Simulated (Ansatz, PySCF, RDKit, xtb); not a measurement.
**C3H5FO2Si: ranking a sample of isomers**

A sample of isomers of C3H5FO2Si is drawn. Aim: find which of them has the lowest free energy at 298.15 K, then its properties. The sample is small against all isomers, and the most stable one of this formula need not be in it.

Plan: many cheap relaxations first (GFN2-xTB), then density-functional screening, relaxation at B3LYP-D3(BJ)/def2-SVP, vibrations (at GFN2-xTB) and a final energy. The numbers are computed, not measured.

### 1 Candidates

Isomers were taken from a list of plausible structures; this is a sample, not all of them. That gives 7 candidates.

```
label                  SMILES     spin
 c432        C=COC(=O)[SiH2]F  singlet
 c445    O[SiH2]OC1=C[C@@H]1F  singlet
 c510   O=C1C[C@H]([SiH2]F)O1  singlet
 c674         FC1=COCO[SiH2]1  singlet
 c929      C=C(F)OC(=O)[SiH3]  singlet
 c951        CO[SiH2]C(F)=C=O  singlet
 c954  O=C(O)[C@]1(F)C[SiH2]1  singlet
```

Candidates are built by distance geometry, with a force field where one applies, in up to four conformers (letters a to d).

**Question.** With final energies at CCSD(T)/def2-SVP + MP2/def2-TZVPP - MP2/def2-SVP, which structure will this search put lowest in free energy, and by what margin?

| quantity | value |
| --- | --- |
| lowest structure found | O=C1C[C@H]([SiH2]F)O1, singlet |
| next finalist | C=COC(=O)[SiH2]F, singlet, 4.1 kcal/mol higher in G |
| share at equilibrium, among the finalists | 99.9 % |
| dipole moment (PBE0/def2-SVPD) | 2.64 D |
| HOMO energy (PBE0/def2-SVPD) | -8.59 eV |
| LUMO energy (PBE0/def2-SVPD) | -0.56 eV |
| HOMO–LUMO gap (PBE0/def2-SVPD) | 8.03 eV |
| lowest excitation (TD-PBE0/def2-SVPD) | 5.97 eV (f = 0.000) |
| strongest of the states computed, same level | 7.48 eV (f = 0.093) |
| lowest triplet excitation, same level, Tamm-Dancoff | 5.43 eV |
| vertical ionisation energy | 10.71 eV |
| vertical electron affinity | -0.96 eV (unbound: the value depends on the basis) |
| vertical triplet less singlet | +5.40 eV |

`O=C1C[C@H]([SiH2]F)O1` comes out lowest. The margin of 4.1 kcal/mol over the next finalist is beyond the usual error of the last level; it says nothing of structures that weren't ranked. GFN2-xTB, HF/STO-3G, r2SCAN-D4/def2-SVP, B3LYP-D3(BJ)/def2-SVP, HF/def2-SVP and MP2/def2-SVP already put its bonding pattern lowest among the structures in one piece. One minimum inside the window was never screened. The search is not exhaustive (a finite list of starts, one conformer a finalist), so a lower isomer can't be ruled out. Only 7 drawn patterns were tried, so whole families of isomers are missing, and the result ranks this sample alone. The lowest isomer need not be the one that is made and kept in a bottle, which depends on barriers.
